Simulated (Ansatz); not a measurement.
# S (fcc type): the cost of one run

Method: DFT PBEsol, with the methods named in each step, in Ansatz 0.2.0.

1 further run of the same task is left out (it didn't finish). Runs told in other sessions of the task aren't counted.

## 1. The system as given

Symmetry: Fm-3m, No. 225, cubic system. Conventional cell: a = 4.082 Å, b = 4.082 Å, c = 4.082 Å, α = 90.00°, β = 90.00°, γ = 90.00°. S (site symmetry m-3m) has 12 S at 2.89 Å in its first shell of neighbours.

Structure file:

```cif
data_structure
_symmetry_space_group_name_H-M 'P 1'
_symmetry_Int_Tables_number 1
_cell_length_a 2.8862
_cell_length_b 2.8862
_cell_length_c 2.8862
_cell_angle_alpha 60.000
_cell_angle_beta 60.000
_cell_angle_gamma 60.000
_cell_volume 17.00
loop_
_atom_site_label
_atom_site_type_symbol
_atom_site_fract_x
_atom_site_fract_y
_atom_site_fract_z
_atom_site_occupancy
S1 S 0.00000 0.00000 0.00000 1
```

Whether this phase is the stable one at these pressures isn't tested.

## 2. Cell relaxed at zero pressure, PAW

input.yaml reads:

```yaml
crystal:
  lattice:
    - [0.0, 2.040827551, 2.040827551]
    - [2.040827551, 0.0, 2.040827551]
    - [2.040827551, 2.040827551, 0.0]
  atoms:
    - { symbol: S, position: [0.0, 0.0, 0.0] }
kpoints:
  mp_grid: { grid: [18, 18, 18] }
scf:
  occupations: { method: fermi_dirac, width: 0.08 }
hamiltonian:
  xc: pbesol
  pseudopotentials: { kind: paw }
output:
  forces: true
  stress: true
relax:
  f_tol: 0.005
  max_steps: 40
  cell: {}
```

On the command line:

```sh
$ ansatz run input.yaml --threads 1 --pin off --max-ram 2048MiB --backend cpu --events-out ev --progress --plain --runs-dir out
```

Q: Estimate wall time and peak memory on 1 thread of Arm Neoverse V1, shared host.

About 7 s, with a peak of 0.28 GiB.
